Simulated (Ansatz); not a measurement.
# LaLuAs2: how the settings move a single-point run

Aim: see which settings change the result for LaLuAs2, by how much, and at what cost. The cell is built on a prototype (ordering on rocksalt) and needn't be the phase found in nature.

Method: reference: DFT, PBEsol, plane waves, PAW, in Ansatz 0.2.0.

2 further runs of the same task are left out: 1 for a known fault of the program, 1 that didn't finish.

## Step 1: The structure to begin with

It takes space group P4/mmm (No. 123, tetragonal). The conventional cell has a = 4.223 Å, b = 4.223 Å, c = 5.952 Å, α = 90.00°, β = 90.00°, γ = 90.00°. Around La (site symmetry 4/mmm) lie 6 As at 2.98 to 2.99 Å. Around As (site symmetry 4/mmm) lie 2 La at 2.98 Å and 4 Lu at 2.99 Å. Lu (site symmetry 4/mmm) is surrounded by 6 As at 2.98 to 2.99 Å. As (site symmetry 4/mmm) has 2 Lu at 2.98 Å and 4 La at 2.99 Å as nearest neighbours.

Coordinates:

```
La As Lu
1.0
     4.22326    0.00000    0.00000
     0.00000    4.22326    0.00000
     0.00000    0.00000    5.95210
La As Lu
1 2 1
Direct
  0.00000 0.00000 0.00000
  0.00000 0.00000 0.50000
  0.50000 0.50000 0.00000
  0.50000 0.50000 0.50000
```

## Step 2: Baseline

File input.yaml:

```yaml
crystal:
  lattice:
    - [4.2232600509, 0.0, 0.0]
    - [0.0, 4.2232600509, 0.0]
    - [0.0, 0.0, 5.9521047204]
  atoms:
    - { symbol: La, position: [0.0, 0.0, 0.0] }
    - { symbol: As, position: [0.0, 0.0, 0.5] }
    - { symbol: Lu, position: [0.5, 0.5, 0.5] }
    - { symbol: As, position: [0.5, 0.5, 0.0] }
kpoints:
  mp_grid: { grid: [4, 4, 4] }
hamiltonian:
  xc: pbesol
scf:
  occupations: { method: fermi_dirac, width: 0.02 }
  n_extra_bands: 5
output:
  forces: true
  stress: true
  eigenvalues: true
```

Launch:

```bash
$ ansatz run input.yaml --threads 4 --pin off --max-ram 3686MiB --backend cpu --events-out ev --progress --plain --runs-dir out
```

## Step 3: Changed: xc r2scan

input.yaml: that of step 2 with these lines changed.

```diff
@@ -13,3 +13,3 @@
 hamiltonian:
-  xc: pbesol
+  xc: r2scan
 scf:
```

Before running it: what results should come out? Wanted: for each run, ending; energy change; pressure; gap; force.

The runs gave:

| run | ending | energy change | pressure (GPa) | gap (eV) | force (eV/Å) | cycles | time |
| --- | --- | --- | --- | --- | --- | --- | --- |
| reference | converged | - | -3.0 | 0.00 | 0.00 | 10 | 2.1 s |
| 1: xc r2scan | converged | not comparable | 0.0 | 0.00 | 0.00 | 8 | 4.1 s |

Residual by cycle in the longest SCF loop of each run; runs are numbered as in the table. The quantity is the density residual dr2, in eV.

| cycle | reference | run 1 |
| --- | --- | --- |
| 1 | 0.0126 | 0.123 |
| 2 | 0.00362 | 0.0332 |
| 3 | 0.00163 | 0.00894 |
| 4 | 5.5e-4 | 6.8e-4 |
| 5 | 4.2e-5 | 1.3e-4 |
| 6 | 4.6e-6 | 8.6e-6 |
| 7 | 2.6e-7 | 6.4e-7 |
| 8 | 4.1e-8 | 5.3e-8 |
| 9 | 7.5e-9 | - |
| 10 | 5.7e-10 | - |

**Reading.** A change of functional puts the total energy on another scale; the pressure goes from -3.0 to 0.0 GPa. At this fixed cell a higher pressure means that this functional prefers a larger volume than the reference. Cost: 8 SCF cycles against 10, 4.1 s against 2.1 s.
